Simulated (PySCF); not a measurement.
# C10H17S2: the cost of one run

The runs use PySCF 2.14.0, with density-fitted response routines of our own; the level of theory stands in each step. All values are computed, except where a source is named. Atoms are numbered from 0 throughout.

## 1. The starting structure

29 atoms, charge 1, multiplicity 1; geometry from: GFN2-xTB.

Bonds of the start (Å): C0–C1 1.47, C1–C2 1.37, C2–C3 1.40, C3–S4 1.70, S4–C5 1.83, C5–C6 1.52, C6–C7 1.52, C7–S8 1.83, C3–C9 1.48, C9–C10 1.53, C10–C11 1.52, C11–C1 1.49, C0–H12 1.09, C0–H13 1.09, C0–H14 1.09, C2–H15 1.08, C5–H16 1.09, C5–H17 1.09, C6–H18 1.09, C6–H19 1.09, C7–H20 1.09, C7–H21 1.09, S8–H22 1.33, C9–H23 1.10, C9–H24 1.09, C10–H25 1.09, C10–H26 1.09, C11–H27 1.09, C11–H28 1.10.

## 2. Optimising the geometry at PBE0-D3(BJ)/def2-SVP

Job settings and geometry (Å):

```
{"job": {"xc": "PBE0", "basis": "def2-SVP", "d3": "d3bj", "grid": 2, "kind": "geom"}, "charge": 1, "multiplicity": 1}
C     -3.661080    -0.629730     2.180950
C     -2.704130    -0.510530     1.067610
C     -1.783800     0.500000     1.012210
C     -0.809040     0.579610     0.004300
S      0.392850     1.750340     0.249140
C      1.675360     1.522060    -1.039160
C      3.026790     1.205890    -0.408240
C      3.026620    -0.076480     0.413470
S      2.404880    -1.533620    -0.503580
C     -0.849290    -0.345630    -1.149940
C     -2.233570    -0.971420    -1.320260
C     -2.726840    -1.546930     0.002870
H     -3.656510    -1.643850     2.580990
H     -3.462680     0.080280     2.978540
H     -4.671770    -0.458180     1.803920
H     -1.747410     1.233420     1.805700
H      1.725380     2.464460    -1.583820
H      1.374570     0.719450    -1.705990
H      3.752960     1.126240    -1.220920
H      3.342330     2.025600     0.240470
H      4.030810    -0.305780     0.765540
H      2.366710     0.010860     1.277250
H      3.412770    -1.633450    -1.363120
H     -0.098230    -1.132570    -0.983260
H     -0.574080     0.168140    -2.073180
H     -2.935750    -0.208050    -1.662240
H     -2.187610    -1.751740    -2.078800
H     -3.727560    -1.966800    -0.104350
H     -2.069370    -2.367250     0.316110
```

Q: Estimate the wall time of this first job on 8 threads of AMD EPYC 7R13 (Zen 3), shared host.

About 4.3 min.
